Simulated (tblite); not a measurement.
# C12H19N: the cost of one run

Programs: PySCF 2.14.0 with density-fitted response routines of our own, and tblite 0.8.0. All values are computed, except where a source is named. Atoms count from 0 throughout.

## (1) The molecule as given

32 atoms, charge 0, multiplicity 1; geometry from: MMFF94s geometry.

Bonds of the start (Å): C0–C1 1.53, C0–H13 1.10, C0–H14 1.11, C0–H15 1.09, C10–C11 1.53, C10–C12 1.52, C10–H25 1.10, C11–H26 1.10, C11–H27 1.10, C11–H28 1.09, C12–H29 1.09, C12–H30 1.09, C12–H31 1.10, C1–C2 1.51, C1–H16 1.10, C1–N3 1.47, C2–H17 1.10, C2–H18 1.09, C2–H19 1.09, C4–C5 1.41, C4–C9 1.40, C5–C6 1.40, C5–H20 1.08, C6–C7 1.40 and more.

## (2) GFN2-xTB relaxation, conformer 1

What the job is given:

```
{"job": {"xc": "GFN2-xTB", "basis": "xTB", "kind": "relax"}, "charge": 0, "multiplicity": 1}
C     -1.471300     1.504300     1.823300
C     -1.040700     1.422200     0.355000
C     -2.190900     1.673000    -0.587700
N     -0.410400     0.127100     0.070000
C      0.932200     0.142000    -0.260000
C      1.324900     0.125700    -1.611700
C      2.682000     0.175400    -1.965400
C      3.663300     0.250100    -0.966500
C      3.285000     0.273900     0.370500
C      1.922800     0.230200     0.719400
C     -1.141700    -1.152100     0.225500
C     -0.524000    -2.039700     1.310200
C     -1.259900    -1.898900    -1.089100
H     -2.265700     0.785900     2.056300
H     -1.870500     2.515800     2.048900
H     -0.643900     1.314400     2.513300
H     -0.307400     2.228700     0.204300
H     -2.610400     2.675200    -0.436300
H     -1.871500     1.606600    -1.627400
H     -3.010700     0.962100    -0.442900
H      0.573700     0.089600    -2.386900
H      2.966700     0.157300    -3.008000
H      4.714500     0.289400    -1.229800
H      4.029000     0.331600     1.146800
H      1.645500     0.263400     1.766900
H     -2.173500    -0.935400     0.555700
H      0.479200    -2.384900     1.027400
H     -0.432700    -1.493900     2.260200
H     -1.142600    -2.919000     1.482000
H     -1.670100    -1.254500    -1.872200
H     -1.908900    -2.766400    -0.991900
H     -0.287300    -2.267400    -1.444800
```

Launch:

```console
> OMP_NUM_THREADS=1 python ens_run.py task.json out
```

This one command runs the whole study; its stages follow in the order run.

Q: Estimate the wall time of this first job on 1 thread of Arm Neoverse V2, shared host.

About 2.9 s.
